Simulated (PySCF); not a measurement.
# C2F4O: the cost of one run

The runs use PySCF 2.14.0, with density-fitted response routines of our own; the level of theory stands in each step. All values are computed, except where a source is named. Atoms are numbered from 0 throughout.

### Step 1. The starting structure

7 atoms, charge 0, multiplicity 1; geometry from: GFN2-xTB. The atoms were then displaced at random by about 0.01 Å, so the start is not that level's minimum.

Bonds of the start (Å): O0–C1 1.16, C1–F2 1.32, C1–C3 1.52, C3–F4 1.33, C3–F5 1.35, C3–F6 1.34.

### Step 2. Relaxing the molecule at PBE0-D3(BJ)/def2-SVP

What the job is given:

```
{"job": {"xc": "PBE0", "basis": "def2-SVP", "d3": "d3bj", "grid": 1, "shake": 0.01, "kind": "geom"}, "charge": 0, "multiplicity": 1}
O      1.273810     1.189070    -0.770900
C      0.845860     0.218050    -0.302710
F      1.597810    -0.854290    -0.103660
C     -0.565510    -0.073840     0.173800
F     -0.624850    -0.393450     1.463910
F     -1.124370    -1.096170    -0.501910
F     -1.368810     0.981530    -0.008470
```

Command:

```bash
$ OMP_NUM_THREADS=1 python probes_run.py task.json out
```

This one command runs all jobs of the session in turn.

Q: Estimate the wall time and peak memory of this first job on 1 thread of Arm Neoverse V1, shared host.

About 25 s, with a peak of 0.4 GiB.
